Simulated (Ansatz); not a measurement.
**CH5NOZn: one species, many methods**

One table from this session's results is given with a row withheld; the runs are named, their logs left out.

The runs use Ansatz 0.2.0, Gaussian basis; functionals in def2-TZVPP, the program's frozen cores in correlated methods.

The runs, in order: PBE-D4, r2SCAN-D4, PBE0-D4, B3LYP-D4, ωB97X-V, ωB97M-V, B2PLYP; CCSD(T)/def2-TZVPP; MP2/def2-QZVPP; extrapolation to the limit.

## The geometry

An earlier PBE0-D4 in a triple-zeta def2 set relaxation fixed the geometry.

9 atoms, charge 0, spin multiplicity 1.

Atoms are counted from 1 here; the program's logs count them from 0.

Bond lengths: N1–C2 1.428 Å, N1–H5 1.009 Å, N1–H6 1.011 Å, C2–O3 1.415 Å, C2–H7 1.098 Å, C2–H9 1.104 Å, O3–H8 0.961 Å. Angles: C2–N1–H5 112.1°, C2–N1–H6 112.3°, H5–N1–H6 109.5°, N1–C2–O3 107.5°, N1–C2–H7 108.0°, N1–C2–H9 114.0°, O3–C2–H7 110.8°, O3–C2–H9 108.8°, H7–C2–H9 107.9°, C2–O3–H8 108.1°.

The first run:

Input file in.yaml:

```yaml
crystal:
  periodic: [false, false, false]
  atoms:
    - {symbol: N, position_ang: [0.516335, 0.753086, -0.856183]}
    - {symbol: C, position_ang: [0.127751, -0.512675, -0.322601]}
    - {symbol: O, position_ang: [0.672561, -0.610328, 0.979746]}
    - {symbol: Zn, position_ang: [-1.506705, 1.368472, 2.387659]}
    - {symbol: H, position_ang: [0.531338, 0.751587, -1.864711]}
    - {symbol: H, position_ang: [-0.073862, 1.505862, -0.528551]}
    - {symbol: H, position_ang: [0.536960, -1.295030, -0.975184]}
    - {symbol: H, position_ang: [0.249286, -1.349504, 1.425711]}
    - {symbol: H, position_ang: [-0.965164, -0.657870, -0.262885]}
basis:
  gaussian: {orbitals: def2-TZVPP}
hamiltonian: {xc: pbe, dispersion: d4}
output: {forces: true, orbitals: {seedname: orbitals}}
```

Command:

```console
ansatz run in.yaml --threads 4 --pin off --events-out ev --progress --plain --max-ram 10444MiB
```

Among the steps run: PBE-D4 (GGA); r2SCAN-D4 (meta-GGA); PBE0-D4 (hybrid); B3LYP-D4 (hybrid); ωB97X-V (range-separated); ωB97M-V (range-separated); B2PLYP (double hybrid); CCSD(T) in def2-TZVPP; MP2 in def2-QZVPP.

One of the session's tables, all rows but one given; the rest of the session is left out.

| method | atomisation energy (eV) |
| --- | --- |
| PBE-D4 | 30.456 |
| r2SCAN-D4 | 29.538 |
| PBE0-D4 | 29.655 |
| B3LYP-D4 | 29.766 |
| ωB97X-V | 29.706 |
| ωB97M-V | 29.770 |
| B2PLYP | 29.326 |
| HF/def2-TZVPP | 20.007 |
| MP2/def2-TZVPP | 29.203 |
| CCSD/def2-TZVPP | ? |
| CCSD(T)/def2-TZVPP | 28.779 |
| MP2/CBS | 30.113 |
| CCSD(T)/CBS | 29.690 |

**Question.** Estimate the row for CCSD/def2-TZVPP.

As computed: atomisation energy (eV): 28.311. In the column «atomisation energy (eV)» it lies between HF/def2-TZVPP (20.007) and CCSD(T)/def2-TZVPP (28.779).
